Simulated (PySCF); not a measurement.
# C2H4OS2Si: the cost of one run

Programs: PySCF 2.14.0, with density-fitted response routines of our own. Each step states its level of theory. These are calculated values for one molecule in the gas phase, unless marked as measured. Atoms count from 0, in the outputs and in this text.

### Step 1. Starting geometry

10 atoms, charge 0, multiplicity 1; geometry from: GFN2-xTB.

Bonds of the start (Å): O0–Si1 1.61, Si1–S2 2.15, S2–C3 1.75, C3–C4 1.33, C4–S5 1.75, S5–Si1 2.15, O0–H6 0.96, Si1–H7 1.44, C3–H8 1.08, C4–H9 1.08.

### Step 2. Excited states and response: wB97X-D/def2-SVPD

The job: settings as JSON, then the geometry in Å.

```
{"job": {"kind": "uv", "xc": "wB97X-D", "basis": "def2-SVPD", "nstates": 8, "ntriplets": 3}, "charge": 0, "multiplicity": 1}
O     -2.559279    -0.169997     0.680756
Si    -1.151411    -0.647993     0.057968
S      0.398502    -0.994252     1.506680
C      1.605686     0.029854     0.761410
C      1.379015     0.769507    -0.318925
S     -0.158872     0.826290    -1.151347
H     -2.680360     0.599895     1.234370
H     -1.512196    -1.835795    -0.679813
H      2.555762     0.022276     1.267041
H      2.132035     1.404869    -0.751904
```

Level: TDDFT wB97X-D/def2-SVPD, vertical, gas phase, core orbitals frozen in the response.

Started as:

```
> OMP_NUM_THREADS=1 python probes_run.py task.json out
```

This one command runs all jobs of the session in turn.

Q: Estimate the wall time and peak memory of this first job on 1 thread of Arm Neoverse N1, shared host.

About 50 s, with a peak of 0.71 GiB.
